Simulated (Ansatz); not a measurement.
# F3GeHSe: small, medium and large basis sets

Aim: see how fast density functionals converge with the basis set for F3GeHSe.

Method: one geometry, several basis sets; program: Ansatz 0.2.0, Gaussian basis.

The runs, in order: PBE0-D4/def2-SVP; ωB97M-V/def2-SVP; PBE0-D4/def2-QZVPP; ωB97M-V/def2-QZVPP; the functionals' def2-TZVPP values are taken from earlier runs.

## Step 1: Structure used throughout

The geometry comes from an earlier relaxation with PBE0-D4 in a triple-zeta def2 set; it is a stationary point.

SMILES `[F][Ge]([F])([F])[SeH]`, 6 atoms, charge 0, spin multiplicity 1.

Atoms are counted from 1 here; the program's logs count them from 0.

Bond lengths: F1–Ge2 1.709 Å, Ge2–F3 1.709 Å, Ge2–F4 1.708 Å, Ge2–Se5 2.300 Å, Se5–H6 1.471 Å. Angles: F1–Ge2–F3 104.4°, F1–Ge2–F4 106.9°, F1–Ge2–Se5 114.4°, F3–Ge2–F4 106.9°, F3–Ge2–Se5 114.3°, F4–Ge2–Se5 109.4°, Ge2–Se5–H6 89.8°.

## Step 2: PBE0-D4 in def2-SVP

The input, in.yaml:

```yaml
crystal:
  periodic: [false, false, false]
  atoms:
    - {symbol: F, position_ang: [0.616317, -0.649298, 1.617901]}
    - {symbol: Ge, position_ang: [0.138122, -0.488313, -0.015372]}
    - {symbol: F, position_ang: [-1.426084, -1.175675, -0.069911]}
    - {symbol: F, position_ang: [1.159340, -1.503962, -0.933551]}
    - {symbol: Se, position_ang: [0.259575, 1.657695, -0.832674]}
    - {symbol: H, position_ang: [-0.705169, 2.095553, 0.187607]}
basis:
  gaussian: {orbitals: def2-SVP}
hamiltonian: {xc: pbe0, dispersion: d4}
output: {orbitals: {seedname: orbitals}}
```

The run is started by

```
> ansatz run in.yaml --threads 4 --pin off --events-out ev --progress --plain --max-ram 10444MiB
```

Further steps of the session: ωB97M-V in def2-SVP; PBE0-D4 in def2-QZVPP; ωB97M-V in def2-QZVPP.

Q: Predict the results of all the runs planned. Wanted: PBE0-D4: double and triple zeta above quadruple; ωB97M-V: double and triple zeta above quadruple.

**Answer**, as computed:

| quantity | value |
| --- | --- |
| PBE0-D4: double and triple zeta above quadruple | 28.69, 3.09 eV |
| ωB97M-V: double and triple zeta above quadruple | 28.71, 2.97 eV |

For PBE0-D4 the step from double to triple zeta gains 25.61 eV and the next only 3.09 eV. These are total energies; as a rule much of such shifts cancels in differences, which this series doesn't test.
